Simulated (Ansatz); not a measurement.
# C₂H₄BNO: up Jacob's ladder to CCSD(T)

One table from this session's results is given with a row withheld; the runs are named, their logs left out.

The runs use Ansatz 0.2.0, Gaussian basis; functionals in def2-TZVPP, the program's frozen cores in correlated methods.

Levels to be run: LDA (SPW92), PBE-D4, revPBE-D4, BLYP-D4, r2SCAN-D4, B97M-V, PBE0-D4, B3LYP-D4, r2SCANh-D4, r2SCAN0-D4, HSE06-D4, BHLYP-D4, CAM-B3LYP-D4, LC-ωPBE, ωB97X-V, ωB97M-V, B2PLYP, PBE-QIDH; CCSD(T)/def2-SVP; CCSD(T)/def2-TZVPP; MP2/def2-QZVPP; extrapolation to the limit; RPA on PBE.

**The geometry**

An earlier PBE0-D4 in a triple-zeta def2 set relaxation fixed the geometry.

SMILES `NB1CC1=O`, 9 atoms, charge 0, spin multiplicity 1.

Atoms are counted from 1 here; the program's logs count them from 0.

Bond lengths: N1–B2 1.371 Å, N1–H6 1.008 Å, N1–H7 1.006 Å, B2–C3 1.566 Å, B2–C4 1.538 Å, C3–C4 1.515 Å, C3–H8 1.090 Å, C3–H9 1.094 Å, C4–O5 1.197 Å. Angles: B2–N1–H6 122.9°, B2–N1–H7 122.9°, H6–N1–H7 114.2°, N1–B2–C3 146.1°, N1–B2–C4 155.4°, C3–B2–C4 58.4°, B2–C3–C4 59.9°, B2–C3–H8 126.2°, B2–C3–H9 114.8°, C4–C3–H8 119.9°, C4–C3–H9 113.5°, H8–C3–H9 112.4°, B2–C4–C3 61.7°, B2–C4–O5 158.2°, C3–C4–O5 139.3°.

Geometry (Å):

```xyz
9
C2H4BNO
N    -0.6769    1.4211   -0.6459
B    -0.0548    0.2668   -0.2439
C     0.1467   -0.7655    0.9166
C     0.8215   -0.9850   -0.4224
O     1.4604   -1.8225   -0.9908
H    -1.3201    1.9296   -0.0599
H    -0.5305    1.8330   -1.5525
H    -0.5920   -1.4814    1.2773
H     0.8343   -0.4425    1.7044
```

The first run:

in.yaml

```yaml
crystal:
  periodic: [false, false, false]
  atoms:
    - {symbol: N, position_ang: [-0.676926, 1.421080, -0.645907]}
    - {symbol: B, position_ang: [-0.054815, 0.266833, -0.243913]}
    - {symbol: C, position_ang: [0.146716, -0.765467, 0.916586]}
    - {symbol: C, position_ang: [0.821512, -0.985002, -0.422390]}
    - {symbol: O, position_ang: [1.460367, -1.822481, -0.990804]}
    - {symbol: H, position_ang: [-1.320068, 1.929625, -0.059896]}
    - {symbol: H, position_ang: [-0.530507, 1.833031, -1.552477]}
    - {symbol: H, position_ang: [-0.592042, -1.481437, 1.277317]}
    - {symbol: H, position_ang: [0.834263, -0.442480, 1.704382]}
basis:
  gaussian: {orbitals: def2-TZVPP}
hamiltonian: {xc: lda}
output: {orbitals: {seedname: orbitals}}
```

Command:

```
$ ansatz run in.yaml --threads 2 --pin off --events-out ev --progress --plain --max-ram 4352MiB
```

Among the steps run: LDA; PBE-D4 (GGA); revPBE-D4 (GGA); BLYP-D4 (GGA); r2SCAN-D4 (meta-GGA); B97M-V (meta-GGA); PBE0-D4 (hybrid); B3LYP-D4 (hybrid); r2SCANh-D4 (hybrid); r2SCAN0-D4 (hybrid); HSE06-D4 (hybrid); BHLYP-D4 (hybrid); CAM-B3LYP-D4 (range-separated); LC-ωPBE (range-separated); ωB97X-V (range-separated); ωB97M-V (range-separated); B2PLYP (double hybrid); PBE-QIDH (double hybrid).

One of the session's tables, all rows but one given; the rest of the session is left out.

It belongs to the step «Orbital energies across the functionals». 

```
  functional  HOMO (eV)  LUMO (eV)  gap (eV)
 LDA (SPW92)      -4.85      -3.12      1.73
      PBE-D4      -4.71      -2.90      1.81
   revPBE-D4      -4.64      -2.81      1.83
     BLYP-D4      -4.62      -2.74      1.87
   r2SCAN-D4      -4.93      -2.73      2.20
      B97M-V      -5.05      -2.63      2.42
     PBE0-D4      -6.11      -1.91      4.20
    B3LYP-D4      -5.91      -2.12      3.79
  r2SCANh-D4      -5.46      -2.36      3.10
  r2SCAN0-D4          ?          ?         ?
    HSE06-D4      -5.71      -2.29      3.41
    BHLYP-D4      -7.49      -0.76      6.72
CAM-B3LYP-D4      -7.53      -0.70      6.83
     LC-ωPBE      -8.81       0.48      9.28
     ωB97X-V      -8.49       0.41      8.89
     ωB97M-V      -8.40       0.32      8.72
```

Q: Estimate the row for r2SCAN0-D4 from the others.

Worked estimate for «HOMO (eV)». Against the share of exact exchange, r2SCAN-D4 (0, -4.93), r2SCANh-D4 (0.1, -5.46) give a slope of -5.30 per unit share; at 0.25 the line stands at -6.25.

The run gave: HOMO (eV): -6.27; LUMO (eV): -1.82; gap (eV): 4.46. In «HOMO (eV)» the line misses by +0.02.
